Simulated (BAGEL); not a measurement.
# HF/6-31G(d) (density fitting with qzvpp-jkfit, spherical functions) run of GeHCl3 (SMILES [Cl][GeH]([Cl])[Cl])

What is the vertical ionisation energy of GeHCl3 at HF/6-31G* (density fitting with qzvpp-jkfit, spherical functions)? 

The calculation is run with BAGEL 1.2.2.

2 further runs of the same task are left out: 2 set aside as unsound or not needed.

## 1. The system as given

GeHCl3: 5 atoms, total charge 0, spin state singlet. As SMILES, `[Cl][GeH]([Cl])[Cl]`. The shape is that of a PBE0-D4/def2-TZVP optimisation.

Bond lengths: Cl1–Ge2 2.126 Å, Ge2–Cl3 2.126 Å, Ge2–Cl4 2.126 Å, Ge2–H5 1.525 Å. Angles: Cl1–Ge2–Cl3 108.5°, Cl1–Ge2–Cl4 108.5°, Cl3–Ge2–Cl4 108.5°, Cl1–Ge2–H5 110.4°, Cl3–Ge2–H5 110.5°, Cl4–Ge2–H5 110.5°.

## 2. A single-point energy at HF/6-31G(d) (density fitting with qzvpp-jkfit, spherical functions)

File calc.json:

```json
{ "bagel": [

{
  "title": "molecule",
  "basis": "6-31gs.json",
  "df_basis": "qzvpp-jkfit",
  "angstrom": true,
  "geometry": [
    { "atom": "Cl", "xyz": [   -1.177700,   -0.012800,    1.700700 ] },
    { "atom": "Ge", "xyz": [    0.102400,    0.090600,    0.006200 ] },
    { "atom": "Cl", "xyz": [    1.117900,   -1.767600,   -0.185300 ] },
    { "atom": "Cl", "xyz": [   -1.095100,    0.385600,   -1.725800 ] },
    { "atom": "H", "xyz": [    1.102600,    1.230700,    0.163000 ] }
  ]
},
{
  "title": "hf"
},
{
  "title": "print",
  "file": "orbitals.molden",
  "orbitals": true
}

]}
```

The basis set 6-31G* is read from a file made from the Basis Set Exchange's data (not shown).

The run is started by

```
$ BAGEL_NUM_THREADS=1 BAGEL calc.json > calc.out
```

Output:

```text
* using 1 threads per process

  ===============================================================
  ===============================================================

  *** Geometry ***

  { "atom" : "Cl", "xyz" : [     -2.225530,     -0.024188,      3.213857 ] },
  { "atom" : "Ge", "xyz" : [      0.193508,      0.171209,      0.011716 ] },
  { "atom" : "Cl", "xyz" : [      2.112525,     -3.340280,     -0.350166 ] },
  { "atom" : "Cl", "xyz" : [     -2.069439,      0.728678,     -3.261289 ] },
  { "atom" : "H", "xyz" : [      2.083612,      2.325686,      0.308025 ] },

  Number of auxiliary basis functions:      668

  Since a DF basis is specified, we compute 2- and 3-index integrals:
    o Being stored without compression. Storage requirement is 0.041 GB

  Number of basis functions:       88
  Number of electrons      :       84

    * METHOD: MOLECULE                             0.47

  *** RHF ***

  === Nuclear Repulsion ===
   559.1855802501

      * DIIS with orbital gradients will be used.

  === RHF iteration (6-31gs.json) ===
      0      -3454.14801035          0.00796819           0.21
      1      -3454.21161769          0.00481570           0.20
      2      -3454.22868934          0.00079466           0.20
      3      -3454.22948100          0.00030905           0.20
      4      -3454.22959865          0.00005575           0.20
      5      -3454.22960519          0.00001782           0.20
      6      -3454.22960591          0.00000503           0.21
      7      -3454.22960596          0.00000066           0.20
      8      -3454.22960596          0.00000023           0.21
      9      -3454.22960596          0.00000006           0.21
     10      -3454.22960596          0.00000002           0.21
     11      -3454.22960596          0.00000001           0.21
    * SCF iteration converged.

    * Permanent dipole moment:
           (   -0.489291,    -0.557745,    -0.076607) a.u.

    * METHOD: HF                                   2.79

    * METHOD: PRINT                                0.01

  ===============================================================
```

It took 3.6 s on 1 thread of Arm Neoverse V2, shared host; peak memory 0.19 GiB.

## 3. The doublet cation, same level

File input.json:

```json
{ "bagel": [

{
  "title": "molecule",
  "basis": "6-31gs.json",
  "df_basis": "qzvpp-jkfit",
  "angstrom": "true",
  "geometry": [
    { "atom": "Cl", "xyz": [   -1.177700,   -0.012800,    1.700700 ] },
    { "atom": "Ge", "xyz": [    0.102400,    0.090600,    0.006200 ] },
    { "atom": "Cl", "xyz": [    1.117900,   -1.767600,   -0.185300 ] },
    { "atom": "Cl", "xyz": [   -1.095100,    0.385600,   -1.725800 ] },
    { "atom": "H", "xyz": [    1.102600,    1.230700,    0.163000 ] }
  ]
},
{
  "title": "uhf",
  "charge": 1,
  "nopen": 1
},
{
  "title": "print",
  "file": "orbitals.molden",
  "orbitals": "true"
}

]}
```

The basis set 6-31G* is read from a file made from the Basis Set Exchange's data (not shown).

The run is started by

```
$ BAGEL_NUM_THREADS=1 BAGEL input.json > input.out
```

Output:

```text
* using 1 threads per process

  ===============================================================
  ===============================================================

  *** Geometry ***

  { "atom" : "Cl", "xyz" : [     -2.225530,     -0.024188,      3.213857 ] },
  { "atom" : "Ge", "xyz" : [      0.193508,      0.171209,      0.011716 ] },
  { "atom" : "Cl", "xyz" : [      2.112525,     -3.340280,     -0.350166 ] },
  { "atom" : "Cl", "xyz" : [     -2.069439,      0.728678,     -3.261289 ] },
  { "atom" : "H", "xyz" : [      2.083612,      2.325686,      0.308025 ] },

  Number of auxiliary basis functions:      668

  Since a DF basis is specified, we compute 2- and 3-index integrals:
    o Being stored without compression. Storage requirement is 0.041 GB

  Number of basis functions:       88
  Number of electrons      :       84

    * METHOD: MOLECULE                             0.46

  *** Open-shell HF ***

  === Nuclear Repulsion ===
   559.1855802501

      * DIIS with orbital gradients will be used.

  === UHF iteration (6-31gs.json) ===
      0      -3453.64319055          0.02002704           0.41
      1      -3453.73836668          0.01400092           0.40
      2      -3453.76440680          0.00953579           0.41
      3      -3453.77883715          0.00080813           0.41
      4      -3453.77940139          0.00030276           0.40
      5      -3453.77966600          0.00007364           0.39
      6      -3453.77971542          0.00002100           0.39
      7      -3453.77972258          0.00000738           0.40
      8      -3453.77972355          0.00000376           0.40
      9      -3453.77972367          0.00000183           0.40
     10      -3453.77972369          0.00000153           0.40
     11      -3453.77972370          0.00000139           0.40
     12      -3453.77972370          0.00000142           0.40
     13      -3453.77972370          0.00000142           0.40
     14      -3453.77972370          0.00000141           0.40
     15      -3453.77972370          0.00000140           0.38
[... 14 lines of this table left out ...]
     30      -3453.77972369          0.00000005           0.39
     31      -3453.77972369          0.00000004           0.40
     32      -3453.77972369          0.00000002           0.40
     33      -3453.77972369          0.00000001           0.40
     34      -3453.77972369          0.00000001           0.39
     35      -3453.77972369          0.00000001           0.39
     36      -3453.77972369          0.00000001           0.39
     37      -3453.77972369          0.00000001           0.38
    * SCF iteration converged.

    * S^2 (UHF) is 0.8006

    * Permanent dipole moment:
           (   -0.656061,    -0.747826,    -0.102598) a.u.

    * METHOD: UHF                                 15.36

    * METHOD: PRINT                                0.01

  ===============================================================
```

Run time: 16 s. Hardware: 1 thread of Arm Neoverse V2, shared host; peak memory 0.19 GiB.

## 4. Outcome

Level: HF/6-31G* (density fitting with qzvpp-jkfit, spherical functions).

| quantity | value |
| --- | --- |
| singlet GeHCl3: total energy | -3454.22961 Eh |
| singlet GeHCl3: dipole moment | 1.90 D |
| singlet GeHCl3: HOMO energy | -12.78 eV |
| singlet GeHCl3: LUMO energy | 2.56 eV |
| singlet GeHCl3: HOMO–LUMO gap | 15.34 eV |
| doublet cation: total energy | -3453.77972 Eh |
| doublet cation: ⟨S²⟩ | 0.801 |
| vertical ionisation energy (to the doublet cation) | 12.242 eV |

**Reading.** The vertical ionisation energy comes to 12.24 eV (282 kcal/mol). −ε(HOMO) before ionisation, 12.78 eV, is 0.54 eV above this ionisation energy.
